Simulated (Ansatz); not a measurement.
# LiY3 in Ansatz: convergence with smearing width

LiY3:

```
CELL_PARAMETERS angstrom
0.00000 3.89985 3.89985
3.89985 0.00000 3.89985
3.89985 3.89985 0.00000
ATOMIC_POSITIONS crystal
Y 0.49721 0.50498 0.49639
Y 0.75451 0.75445 0.74265
Y 0.24629 0.24196 0.25742
Li 0.00572 0.99964 0.98730
```

The cell comes from a database or a generator and needn't be the stable form of this composition.

The cell isn't the ideal one: atoms moved at random, drawn with an rms of 0.05 Å.

```yaml
Program: Ansatz 0.2.0
Task: convergence study
Functional: PBEsol
Potentials_or_basis: Ansatz PAW
Cutoff: "420 eV (not typed: the program's choice for these potentials)"
k_mesh: 4 × 4 × 4
Occupations: fermi-dirac, width 0.3 eV
Spin: no spin polarisation
```

These are the settings of the first run; the series varies smearing width, with any setting tied to it.

Hardware: 2 threads of Arm Neoverse V1, with other jobs on the host.

Q: The values tried are 0.3 eV, 0.2 eV, 0.15 eV, 0.1 eV, 0.05 eV, 0.025 eV, 0.01 eV, 0.005 eV, loosest first. From which on does the pressure stay within 0.1 GPa of the tightest run that finished?

A: From 0.05 eV on.

| smearing width | energy less the tightest run, at zero smearing (meV/atom) | pressure (GPa) | largest force (eV/Å) | SCF cycles | CPU time (s) | peak memory (GiB) |
| --- | --- | --- | --- | --- | --- | --- |
| 0.3 eV | -6.28 | -0.41 | 0.221 | 6 | 12 | 0.39 |
| 0.2 eV | -3.63 | -0.97 | 0.216 | 6 | 11 | 0.38 |
| 0.15 eV | -3.85 | -1.20 | 0.213 | 6 | 8.1 | 0.36 |
| 0.1 eV | -3.17 | -1.37 | 0.207 | 6 | 11 | 0.38 |
| 0.05 eV | -1.58 | -1.45 | 0.197 | 6 | 7.6 | 0.36 |
| 0.025 eV | -0.56 | -1.47 | 0.176 | 6 | 7.6 | 0.36 |
| 0.01 eV | -0.07 | -1.49 | 0.144 | 6 | 7.3 | 0.36 |
| 0.005 eV | 0.00 | -1.51 | 0.134 | 6 | 7.3 | 0.36 |

Against the tightest run, the energy stays within 1 meV/atom from 0.025 eV on. Not settled before the last step: the largest force (to 0.005 eV/Å). Narrower smearing needs a denser k mesh, so at a fixed mesh the narrowest width isn't the most accurate. The tightest run that finished is the yardstick and may itself not be fully converged.

Caveat, for the tightest run too: the PAW data sets come from PBE, with cores solved anew for the run's functional, which leaves a small shift of forces and pressure.
